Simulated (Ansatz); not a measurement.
Task: a comparison of dispersion corrections of B2F2H2 (charge -1), SMILES [BH2-]B(F)F, with the Python package of Ansatz (0.2.0). Give the script and its output. Use (for the species named): r2SCAN, def2-SVP basis, multiplicity 2, D3BJ dispersion.

```csv
atom,x (Å),y (Å),z (Å)
B,-0.8879,-0.1143,-0.3452
B,0.7479,-0.0106,-0.0427
F,1.5795,-1.1851,-0.1649
F,1.3352,1.2520,0.3414
H,-1.3931,0.9539,-0.1944
H,-1.3817,-0.8959,0.4058
```

The script, `b2f2h2_disp.py`:
```python
'''Dispersion corrections for B2F2H2(-).'''

import ansatz as az

GEOMETRY = '''
B    -0.88790   -0.11430   -0.34520
B     0.74790   -0.01060   -0.04270
F     1.57950   -1.18510   -0.16490
F     1.33520    1.25200    0.34140
H    -1.39310    0.95390   -0.19440
H    -1.38170   -0.89590    0.40580
'''


def main() -> None:
    b2f2h2 = az.Crystal.molecule()
    for line in GEOMETRY.strip().splitlines():
        symbol, *xyz = line.split()
        b2f2h2 = b2f2h2.atom(symbol, [float(v) for v in xyz])

    base = (
        b2f2h2.calculation()
        .basis(gaussian='def2-SVP')
        .charge(-1)
        .spin('collinear', total=1)
    )
    for name in ['r2scan', 'revpbe']:
        for correction in ('d3bj', 'd4'):
            report = base.functional(name, dispersion=correction).run().report
            print(f'{name:8s} {correction:5s} total {report["free_energy_ev"]:.5f} eV, of which dispersion {1000 * report["dispersion"]["energy"]["ev"]:.2f} meV')


if __name__ == '__main__':
    main()
```

Output of `python b2f2h2_disp.py`:
```text
DeckWarning: the engine holds no damping parameters fitted to this dispersion correction and functional, so the run takes those fitted to r2scan beside the three-body term, which d3bj leaves out (hamiltonian.dispersion, under Limitations)
r2scan   d3bj  total -6812.35479 eV, of which dispersion -17.32 meV
r2scan   d4    total -6812.35782 eV, of which dispersion -20.35 meV
revpbe   d3bj  total -6813.45934 eV, of which dispersion -174.87 meV
revpbe   d4    total -6813.58305 eV, of which dispersion -298.58 meV
```
(Warnings from the package without file and line.)

What to keep in mind:
- Total energies depend on the basis set; only differences at equal settings carry meaning.
- The geometry is a force-field or estimated start, not a minimum of this method, and the basis set is short of its limit. D4 holds the three-body term, and d3bj doesn't.
- The species is open-shell (spin multiplicity 2).
- Anions want diffuse functions, which this basis lacks.
- A dispersion term here runs with damping parameters fitted for another variant or functional.
- Timing: 14 s on 1 thread of Arm Neoverse V1, on a shared host, peak memory 0.2 GiB.

(Lines on the test bed's own set-up are left out of the output.)
